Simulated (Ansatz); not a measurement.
# AlRu: how the settings move a relaxation

Question: which choices in the input matter for AlRu?

Method: reference: DFT, LDA, PAW with Ansatz's default frozen-core files, scalar-relativistic; relaxation of cell and atoms, in Ansatz 0.2.0.

### Step 1. Starting point

Symmetry: Pm-3m, No. 221, cubic system. The conventional cell has a = 2.992 Å, b = 2.992 Å, c = 2.992 Å, α = 90.00°, β = 90.00°, γ = 90.00°. Around Al (site symmetry m-3m) lie 8 Ru at 2.59 Å. Ru (site symmetry m-3m) is surrounded by 8 Al at 2.59 Å.

Coordinates:

```
CELL_PARAMETERS angstrom
2.99160 0.00000 0.00000
0.00000 2.99160 0.00000
0.00000 0.00000 2.99160
ATOMIC_POSITIONS crystal
Al 0.00000 0.00000 0.00000
Ru 0.50000 0.50000 0.50000
```

### Step 2. Baseline

Contents of input.yaml:

```yaml
crystal:
  lattice:
    - [2.9916, 0.0, 0.0]
    - [0.0, 2.9916, 0.0]
    - [0.0, 0.0, 2.9916]
  atoms:
    - { symbol: Al, position: [0.0, 0.0, 0.0] }
    - { symbol: Ru, position: [0.5, 0.5, 0.5] }
kpoints:
  mp_grid: { grid: [12, 12, 12] }
scf:
  occupations: { method: fermi_dirac, width: 0.05 }
hamiltonian:
  xc: lda
  pseudopotentials: { kind: paw }
relax:
  f_tol: 0.002
  max_steps: 80
  cell: {}
output:
  forces: true
  stress: true
```

Run with:

```sh
> ansatz run input.yaml --threads 1 --pin off --max-ram 3072MiB --backend cpu --events-out ev --progress --plain --runs-dir out
```

### Step 3. Changing settings: dr2_threshold 1.0e-09, hubbard.sites [{species: Ru, l: d, u_eff: 4.0}], hubbard.double_counting amf, ecutrho_ratio 6

Edit input.yaml of step 2 so:

```diff
@@ -12,2 +12,3 @@
   occupations: { method: fermi_dirac, width: 0.05 }
+  convergence: { dr2_threshold: 1.0e-09 }
 hamiltonian:
@@ -15,2 +16,3 @@
   pseudopotentials: { kind: paw }
+  hubbard: { sites: [{ species: Ru, l: d, u_eff: 4.0 }], double_counting: amf }
 relax:
@@ -22 +24,3 @@
   stress: true
+basis:
+  ecutrho_ratio: 6
```

**Question.** What will these runs give? Wanted: for each run, ending; energy change; pressure; gap; force.

**Answer**, as computed:

```tsv
run	ending	energy change	pressure (GPa)	gap (eV)	force (eV/Å)	cycles	time
reference	converged	0	0.0	0.00	0.00	32	7.4 s
1: dr2_threshold 1.0e-09, hubbard.sites [{species: Ru, l: d, u_eff: 4.0}], hubbard.double_counting amf, ecutrho_ratio 6	converged	-42.9 meV/atom (U changed: no physical gain or loss)	0.0	0.00	0.00	31	14 s
```

Changing the convergence setting and Hubbard U moves the energy by -42.9 meV/atom, and the final volume goes from 25.76 to 25.83 Å³. The U term adds an energy of its own, so the shift says nothing about which run is better. Cost: 31 SCF cycles against 32, 14 s against 7.4 s. A changed U is a change of model: its shifts are not errors of convergence.
